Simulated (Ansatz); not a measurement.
# AlGaHO (quartet): from Hartree-Fock to the top rungs, cc-pVDZ

An exercise on one series of results from a longer session: the logs are not shown, and one member is left open.

The runs use Ansatz 0.2.0, Gaussian basis; cc-pVDZ, core rule «outside noble gas», up to 20 orbitals frozen.

To be run: UHF; CCSD(T) on ROHF; CCSD(T) on UHF; BCCD(T) on ROHF; CISD; CCSDT(Q) on ROHF; CCSDT(Q) on UHF.

23 further runs of the same task are left out: 3 for a known fault of the program, 8 that didn't finish, 12 set aside as unsound or not needed.

### What is computed

The geometry is a PBE0/def2-TZVP stationary point (not a proven minimum) of the parent state, kept for this charge and spin. No spin-orbit coupling is included. The filled d shell of Ga may be among the frozen orbitals whatever the setting's name suggests; the logs give the count.

4 atoms, charge 0, spin multiplicity 4.

Atoms are counted from 1 here; the program's logs count them from 0.

Bond lengths: Al1–Ga2 2.683 Å, Ga2–O3 1.754 Å, O3–H4 0.952 Å. Angles: Al1–Ga2–O3 180.0°, Ga2–O3–H4 180.0°.

Set-up of the first run:

The input, in.yaml:

```yaml
crystal:
  periodic: [false, false, false]
  atoms:
    - {symbol: Al, position_ang: [0.000000, 0.000000, -3.127100]}
    - {symbol: Ga, position_ang: [0.000000, 0.000000, -0.444100]}
    - {symbol: O, position_ang: [0.000000, 0.000000, 1.309800]}
    - {symbol: H, position_ang: [0.000000, 0.000000, 2.261400]}
basis:
  gaussian: {orbitals: cc-pVDZ}
magnetization: {spin_polarized: true, initial_magnetization: 3}
hamiltonian: {xc: hf}
output: {orbitals: {seedname: orbitals}}
```

Started as:

```console
ansatz run in.yaml --threads 1 --pin off --events-out ev --progress --plain --max-ram 2393MiB
```

Steps of the session up to this table: UHF; CCSD(T) on ROHF; CCSD(T) on UHF; BCCD(T) on ROHF; CISD; CCSDT(Q) on ROHF; CCSDT(Q) on UHF.

One of the session's tables, all rows but one given; the rest of the session is left out.

```
   method  from UCCSDT(Q) (kJ/mol)
     ROHF                        ?
      UHF                   +777.7
     RMP2                    +91.3
     UMP2                    +90.6
    RCCSD                    +31.7
    UCCSD                    +31.6
 RCCSD(T)                     +8.0
 UCCSD(T)                     +7.9
  BCCD(T)                     +7.4
   RCCSDT                     +3.2
   UCCSDT                     +3.1
RCCSDT(Q)                     +0.6
UCCSDT(Q)                        0
```

Estimate the missing values for ROHF.

**Answer.** from UCCSDT(Q) (kJ/mol): +780.4. In the column «from UCCSDT(Q) (kJ/mol)» it is the highest.

Not comparable, so not listed: CISD (they don't share determinant, frozen orbitals or solution with the rows shown, or repeat one).

Limits of these values: Restricted and unrestricted rows rest on different reference determinants; where their highest levels disagree by more than a few hundredths of an eV, they describe different states and don't form one ladder.
